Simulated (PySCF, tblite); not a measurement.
# Al24N24H12: electronic excitations

What do calculations give for the electronic excitations of Al24N24H12?

Computed with tblite 0.8.0 and PySCF 2.14.0 and routines of our own; the level stands in each step. Atoms count from 0.

## 1. The starting structure

60 atoms, charge 0, multiplicity 1; geometry from: force field, distance geometry or constructed start.

## 2. Optimising the geometry with GFN2-xTB

The job: settings as JSON, then the geometry in Å.

```
{"job": {"kind": "relax", "xc": "GFN2-xTB", "basis": "xTB"}, "charge": 0, "multiplicity": 1}
N      2.588100     1.489600    -1.850700
Al     2.580000     1.494000    -3.659400
N      1.496600     2.580900    -4.553200
N     -0.000700     2.987200    -1.855300
Al    -0.001000     2.981600    -3.649100
N     -1.494700     2.582700    -4.556800
N     -2.583100     1.493100    -1.852400
Al    -2.579800     1.494100    -3.651000
N     -2.980100    -0.002100    -4.554600
N     -2.586000    -1.492200    -1.847500
Al    -2.585300    -1.492600    -3.654600
N     -1.493900    -2.585200    -4.554200
N     -0.003400    -2.982100    -1.844100
Al     0.002200    -2.983400    -3.655200
N      1.489200    -2.578100    -4.554000
N      2.581300    -1.490800    -1.842800
Al     2.583600    -1.489500    -3.651600
N      2.981700    -0.003400    -4.555200
Al     2.982200     0.001800    -0.944900
N      2.586000     1.492300     3.563800
Al     2.580900     1.495200     1.759200
N      1.490500     2.584700     0.855800
Al     1.494800     2.587800    -0.940800
N     -0.004200     2.978500     3.559600
Al     0.000500     2.985400     1.758600
N     -1.497500     2.582300     0.858500
Al    -1.490700     2.585500    -0.948100
N     -2.583800     1.492000     3.562300
Al    -2.582600     1.491800     1.755700
N     -2.981700     0.000400     0.859400
Al    -2.979200     0.000600    -0.948500
N     -2.585100    -1.490100     3.561300
Al    -2.584200    -1.491300     1.755800
N     -1.489300    -2.584500     0.859700
Al    -1.490200    -2.581400    -0.950700
N      0.000500    -2.980600     3.558200
Al    -0.000800    -2.982700     1.753600
N      1.492300    -2.580700     0.853400
Al     1.492500    -2.587100    -0.947500
N      2.578400    -1.488000     3.562300
Al     2.583100    -1.493700     1.761500
N      2.988700    -0.005600     0.859700
Al     2.987700     0.001000     4.459200
Al     1.494000     2.582700     4.461000
Al    -1.495100     2.584900     4.465200
Al    -2.984700     0.001600     4.459400
Al    -1.489000    -2.583100     4.462200
Al     1.491100    -2.580600     4.465100
H      1.703700     2.948500    -5.504800
H     -1.700200     2.948800    -5.503000
H     -3.405100    -0.007300    -5.501900
H     -1.695500    -2.946800    -5.505300
H      1.701700    -2.948500    -5.504900
H      3.400800    -0.001600    -5.508000
H      3.607500    -0.000900     5.872200
H      1.802900     3.126600     5.871300
H     -1.796800     3.117900     5.868800
H     -3.604100     0.007600     5.870000
H     -1.803300    -3.124300     5.874700
H      1.802500    -3.121600     5.869700
```

On the command line:

```sh
$ OMP_NUM_THREADS=8 python large_run.py task.json out
```

This one command runs all jobs of the session in turn.

The program printed:

```text
step      E/eV     max force
  0   -2821.08996    1.661
  1   -2821.62501    0.997
  2   -2822.52899    1.692
  3   -2823.17567    1.000
  4   -2823.32074    0.495
  5   -2823.36584    0.250
  6   -2823.39577    0.256
  7   -2823.42979    0.340
  8   -2823.46953    0.351
  9   -2823.49503    0.246
 10   -2823.50953    0.171
 11   -2823.52015    0.190
 12   -2823.53089    0.184
 13   -2823.53904    0.151
 14   -2823.54551    0.134
 15   -2823.55291    0.180
 16   -2823.56358    0.194
 17   -2823.57620    0.194
 18   -2823.58593    0.126
 19   -2823.59088    0.095
 20   -2823.59372    0.066
 21   -2823.59592    0.059
 22   -2823.59815    0.069
 23   -2823.60075    0.102
 24   -2823.60396    0.107
 25   -2823.60735    0.081
 26   -2823.61004    0.073
 27   -2823.61199    0.073
 28   -2823.61414    0.080
 29   -2823.61763    0.102
 30   -2823.62318    0.150
 31   -2823.63017    0.152
 32   -2823.63713    0.124
 33   -2823.64572    0.133
 34   -2823.66057    0.266
 35   -2823.68928    0.520
 36   -2823.74273    0.816
 37   -2823.82443    0.948
 38   -2823.93746    0.814
 39   -2824.06417    0.508
 40   -2824.15471    0.503
 41   -2823.79920    1.981
 42   -2824.24208    0.783
 43   -2824.31530    0.533
 44   -2824.37664    0.367
 45   -2824.48097    0.429
 46   -2824.59141    0.495
 47   -2824.71636    0.525
 48   -2824.78991    0.456
 49   -2824.81538    0.318
 50   -2824.85575    0.301
 51   -2824.90126    0.512
 52   -2824.99272    0.548
 53   -2825.05129    0.508
 54   -2825.09890    0.394
 55   -2825.13384    0.256
 56   -2825.14973    0.235
 57   -2825.15544    0.131
 58   -2825.15800    0.073
 59   -2825.15935    0.076
 60   -2825.16053    0.064
 61   -2825.16185    0.035
 62   -2825.16258    0.032
 63   -2825.16312    0.030
 64   -2825.16352    0.034
 65   -2825.16401    0.033
 66   -2825.16449    0.029
 67   -2825.16494    0.027
 68   -2825.16538    0.027
 69   -2825.16591    0.036
 70   -2825.16659    0.043
 71   -2825.16733    0.045
 72   -2825.16801    0.037
 73   -2825.16858    0.033
 74   -2825.16907    0.026
 75   -2825.16948    0.031
 76   -2825.16979    0.027
 77   -2825.17004    0.023
 78   -2825.17027    0.021
 79   -2825.17048    0.021
 80   -2825.17064    0.015
```

Run time: 86 s. Hardware: 8 threads of Intel Xeon Platinum 8375C at 2.90GHz, shared host; peak memory 0.16 GiB.

Along the way:

```
step  energy from step 0 (eV)  largest force (eV/Å)
   0                   0.0000                1.6606
   1                  -0.5351                0.9975
   2                  -1.4390                1.6921
   3                  -2.0857                0.9994
   4                  -2.2308                0.4954
   5                  -2.2759                0.2507
   6                  -2.3058                0.2562
   7                  -2.3398                0.3402
   8                  -2.3796                0.3513
  14                  -2.4556                0.1338
  20                  -2.5038                0.0668
  26                  -2.5201                0.0722
  32                  -2.5472                0.1236
  38                  -2.8475                0.8137
  45                  -3.3910                0.4291
  51                  -3.8113                0.5118
  57                  -4.0655                0.1312
  63                  -4.0732                0.0300
  69                  -4.0760                0.0358
  76                  -4.0798                0.0266
  77                  -4.0801                0.0234
  78                  -4.0803                0.0206
  79                  -4.0805                0.0216
  80                  -4.0807                0.0158
```

Distances of close pairs at the start and the end, largest changes first:

```
     bond  before (Å)  after (Å)  change (Å)
Al36–Al47       3.121      2.697      -0.424
Al24–Al44       3.118      2.696      -0.422
Al32–Al46       3.117      2.696      -0.421
Al36–Al46       3.116      2.696      -0.420
Al28–Al44       3.118      2.699      -0.418
Al32–Al45       3.114      2.697      -0.418
Al24–Al43       3.114      2.697      -0.417
Al28–Al45       3.113      2.697      -0.416
```

The final coordinates are the input of the step that follows.

## 3. Electronic excitations: TDA PBE0/def2-SVP

The job: settings as JSON, then the geometry in Å.

```
{"job": {"kind": "uv", "basis": "def2-SVP", "grid": 1, "kgrid": 0, "vcut": 1.5, "nstates": 6, "ntriplets": 2, "tda": true, "delta": [], "pop": true, "xc": "PBE0"}, "charge": 0, "multiplicity": 1}
N      2.728607     1.575868    -1.524624
Al     2.570048     1.483090    -3.328459
N      1.594647     2.759565    -4.147663
N      0.000433     3.152141    -1.524120
Al     0.001524     2.965908    -3.327668
N     -1.589502     2.758436    -4.151563
N     -2.710349     1.567185    -1.527364
Al    -2.558958     1.478021    -3.331582
N     -3.179708    -0.003503    -4.150787
N     -2.736009    -1.577595    -1.523276
Al    -2.569572    -1.486793    -3.326482
N     -1.596374    -2.764901    -4.146544
N     -0.003038    -3.144558    -1.524066
Al    -0.001824    -2.963839    -3.328047
N      1.590135    -2.755143    -4.149194
N      2.717585    -1.566465    -1.525277
Al     2.563802    -1.477927    -3.328957
N      3.188055     0.001223    -4.150211
Al     2.928618     0.003495    -0.654232
N      2.780393     1.604357     3.784540
Al     2.561034     1.471385     1.971296
N      1.572887     2.729289     1.132856
Al     1.459207     2.527770    -0.658397
N     -0.001117     3.202367     3.789769
Al    -0.009756     2.949401     1.975264
N     -1.598554     2.763140     1.134661
Al    -1.459787     2.536578    -0.652594
N     -2.771817     1.601057     3.790098
Al    -2.557251     1.482259     1.974718
N     -3.166763     0.003535     1.134190
Al    -2.920166    -0.001888    -0.655346
N     -2.780563    -1.606108     3.784339
Al    -2.556754    -1.476647     1.971316
N     -1.591276    -2.751504     1.130878
Al    -1.467687    -2.532887    -0.657961
N     -0.001180    -3.202484     3.783532
Al    -0.003248    -2.948761     1.969552
N      1.584202    -2.738017     1.133137
Al     1.456636    -2.525552    -0.655873
N      2.772844    -1.596484     3.785553
Al     2.561199    -1.469503     1.970698
N      3.193604     0.001349     1.132610
Al     3.637131     0.002001     3.959951
Al     1.816037     3.145312     3.950038
Al    -1.816422     3.145571     3.967278
Al    -3.632172    -0.000127     3.955001
Al    -1.818223    -3.149128     3.953260
Al     1.815122    -3.141510     3.951521
H      1.664630     2.880748    -5.153403
H     -1.657983     2.879744    -5.157405
H     -3.320860    -0.006554    -5.156298
H     -1.662497    -2.882392    -5.153017
H      1.665462    -2.884305    -5.153544
H      3.327756    -0.001253    -5.156012
H      5.177371    -0.000820     3.975650
H      2.585294     4.481896     3.950156
H     -2.586950     4.480574     3.985342
H     -5.173639     0.006978     3.963790
H     -2.585032    -4.486632     3.969446
H      2.584677    -4.476067     3.956613
```

With the program's defaults for keys left out, this is: TDA PBE0/def2-SVP, vertical, gas phase, core orbitals frozen in the response, virtual orbitals cut by energy.

The program printed:

```text
start: PBE on a coarse grid of 66709 points
cycle   1  E = -7130.8147880464  dE =  8.073e+00  |g| = 3.140e+00  |ddm| = 1.068e+01
cycle   2  E = -7119.7395484061  dE =  1.108e+01  |g| = 6.864e+00  |ddm| = 2.089e+01
cycle   3  E = -7132.5093254796  dE = -1.277e+01  |g| = 1.447e+00  |ddm| = 1.882e+01
cycle   4  E = -7133.0430343729  dE = -5.337e-01  |g| = 6.384e-01  |ddm| = 2.543e+00
cycle   5  E = -7133.1090256830  dE = -6.599e-02  |g| = 3.602e-01  |ddm| = 1.240e+00
cycle   6  E = -7133.1433128369  dE = -3.429e-02  |g| = 7.114e-02  |ddm| = 6.411e-01
cycle   7  E = -7133.1442591803  dE = -9.463e-04  |g| = 4.413e-02  |ddm| = 1.299e-01
cycle   8  E = -7133.1446854280  dE = -4.262e-04  |g| = 1.206e-02  |ddm| = 6.435e-02
cycle   9  E = -7133.1447275522  dE = -4.212e-05  |g| = 4.543e-03  |ddm| = 2.499e-02
final grid: 272440 points
cycle  10  E = -7134.9385834407  dE = -3.800e-02  |g| = 5.718e-02  |ddm| = 8.532e-01
cycle  11  E = -7134.9379498096  dE =  6.336e-04  |g| = 7.420e-02  |ddm| = 3.217e-01
cycle  12  E = -7134.9394469619  dE = -1.497e-03  |g| = 1.861e-02  |ddm| = 1.682e-01
cycle  13  E = -7134.9395071244  dE = -6.016e-05  |g| = 8.850e-03  |ddm| = 2.632e-02
cycle  14  E = -7134.9395290290  dE = -2.190e-05  |g| = 1.992e-03  |ddm| = 1.519e-02
cycle  15  E = -7134.9395290665  dE = -3.757e-08  |g| = 8.186e-04  |ddm| = 3.179e-03
cycle  16  E = -7134.9395369965  dE = -7.930e-06  |g| = 1.591e-04  |ddm| = 1.284e-03
cycle  17  E = -7134.9395341642  dE =  2.832e-06  |g| = 4.916e-05  |ddm| = 3.124e-04
converged SCF energy = -7134.9395341642

Static polarisability (au): isotropic 582.252, principal 552.215 552.563 641.978

Singlet excitations
state   eV       nm        f      main configurations
  1   3.2244    384.5   0.00000   H->L 0.97
  2   3.2255    384.4   0.00001   H-1->L 0.97
  3   3.2745    378.6   0.00000   H-2->L 0.97
  4   3.5863    345.7   0.01515   H-3->L 0.97
  5   3.5894    345.4   0.01518   H-4->L 0.97
  6   3.6270    341.8   0.00001   H-5->L 0.97

Triplet excitations (Tamm-Dancoff, eV): 3.1610 3.1630
```

Run time: 4.4 min. Hardware: 8 threads of Intel Xeon Platinum 8375C at 2.90GHz, shared host; peak memory 5.8 GiB.

Frontier orbitals and where they lie:

```
orbital     eV                         atoms
 HOMO−4  -7.05  N39 16 %, N27 16 %, N19 10 %
 HOMO−3  -7.04  N35 16 %, N23 16 %, N31 10 %
 HOMO−2  -6.75  N27 14 %, N23 14 %, N31 13 %
 HOMO−1  -6.69  N31 19 %, N19 18 %, N35 15 %
   HOMO  -6.68   N39 22 %, N27 20 %, N35 9 %
   LUMO  -2.78  Al38 6 %, Al22 6 %, Al30 6 %
 LUMO+1  -1.71   Al16 5 %, Al13 5 %, Al7 5 %
 LUMO+2  -1.51  Al22 6 %, Al34 6 %, Al30 6 %
 LUMO+3  -1.08  Al34 9 %, Al22 9 %, Al10 6 %
```

With each of the 6 states as a Gaussian band of 0.4 eV half-width at 1/e, the curve within the window shown has maxima at 346 nm (ε 1,200) L/(mol cm). Beyond the last state computed it falls off for lack of states. The curve at chosen wavelengths:

(nm, ε (L/mol/cm)): (316, 599), (322, 790), (328, 968), (335, 1129), (341, 1209), (347, 1228), (353, 1189), (360, 1085), (366, 962), (372, 825), (378, 686), (385, 534), (391, 420), (397, 323), (403, 243), (410, 171), (416, 125), (422, 89), (428, 63), (435, 42), (441, 29), (447, 20), (453, 14), (460, 9), (466, 6), (472, 4)

Further results of this job:

```
           property  computed
  dipole moment (D)     10.89
polarisability (Å³)     86.28
 HOMO–LUMO gap (eV)      3.90
      −ε(HOMO) (eV)      6.68
```

## 4. Outcome

```
                                quantity                        value
          lowest singlet (PBE0/def2-SVP)  3.22 eV (385 nm), f = 0.000
brightest single state of those computed  state 5, 3.59 eV, f = 0.015
                          lowest triplet                      3.16 eV
```

**Reading.** The first singlet state (HOMO→LUMO 0.97) lies at 3.22 eV and is dark; of the 6 states computed, the strongest absorption comes from states 4 to 5 together at 3.59 eV. The lowest triplet lies 0.06 eV below the lowest singlet.
